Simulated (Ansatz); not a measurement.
# Al2BN: the cost of one run

Method: DFT PBE, scalar-relativistic, plane waves, PAW, in Ansatz 0.2.0.

2 further runs of the same task are left out: 1 that didn't finish, 1 set aside as unsound or not needed. Runs told in other sessions of the task aren't counted.

## 1. The starting structure

The structure is trigonal, space group R-3m (No. 166). The conventional cell has a = 4.637 Å, b = 4.637 Å, c = 7.724 Å, α = 90.00°, β = 90.00°, γ = 120.00°. Around Al (site symmetry 3m) lie 1 N at 1.83 Å and 1 B at 2.03 Å. Around B (site symmetry -3m) lie 2 Al at 2.03 Å. N (site symmetry -3m) has 2 Al at 1.83 Å in its first shell of neighbours.

Coordinates:

```xyz
4
Lattice="2.3184 1.3385 2.5745 -2.3184 1.3385 2.5745 0.0000 -2.6770 2.5745" Properties=species:S:1:pos:R:3 pbc="T T T"
Al    0.0000    0.0000    2.0316
Al    0.0000    0.0000    5.6920
B     0.0000    0.0000    0.0000
N     0.0000    0.0000    3.8618
```

The cell was relaxed beforehand at this level, from a generated guess; it is a trial structure. At a tolerance of 0.05 Å it has space group R-3m (No. 166); it has 11.98 Å³/atom, an uncorrected energy of +0.70 eV/atom over the elements.

## 2. Static run: bands, density of states and charges

input.yaml reads:

```yaml
crystal:
  lattice:
    - [2.3183502022, 1.3385001133, 2.5745445558]
    - [-2.3183502022, 1.3385001133, 2.5745445558]
    - [0.0, -2.6770002267, 2.5745445558]
  atoms:
    - { symbol: Al, position: [0.2630395001, 0.2630395001, 0.2630395001] }
    - { symbol: Al, position: [0.7369604999, 0.7369604999, 0.7369604999] }
    - { symbol: B, position: [0.0, 0.0, 0.0] }
    - { symbol: "N", position: [0.5, 0.5, 0.5] }
basis:
  ecutwfc: 420
kpoints:
  mp_grid: { grid: [12, 12, 12] }
  band_path:
    path:
      - [[0.0, 0.0, 0.0], [0.5, 0.5, 0.5], [0.6531375, 0.3468625, 0.5]]
      - [[0.5, -0.3468625, 0.3468625], [0.5, 0.0, 0.0], [0.0, 0.0, 0.0], [0.42343125, -0.42343125, 0.0]]
      - [[0.57656875, 0.0, 0.42343125], [0.5, 0.0, 0.5], [0.0, 0.0, 0.0]]
    npoints: 14
hamiltonian:
  xc: pbe
scf:
  occupations: { method: gaussian, width: 0.1 }
  n_extra_bands: 10
output:
  forces: true
  stress: true
  eigenvalues: true
  populations: true
  dos: { projected: true, de: 0.02, nscf_kmesh: { grid: [15, 15, 15] } }
  bader: true
  write_density: true
  write_potential: true
  elf: true
  volumetric_format: npy
```

Started as:

```bash
ansatz run input.yaml --threads 1 --pin off --max-ram 2560MiB --backend cpu --events-out ev --progress --plain --runs-dir out
```

**Question.** How long does this run take on 1 thread of Arm Neoverse V1, shared host, and how much memory does it need?

About 88 s, with a peak of 0.42 GiB.
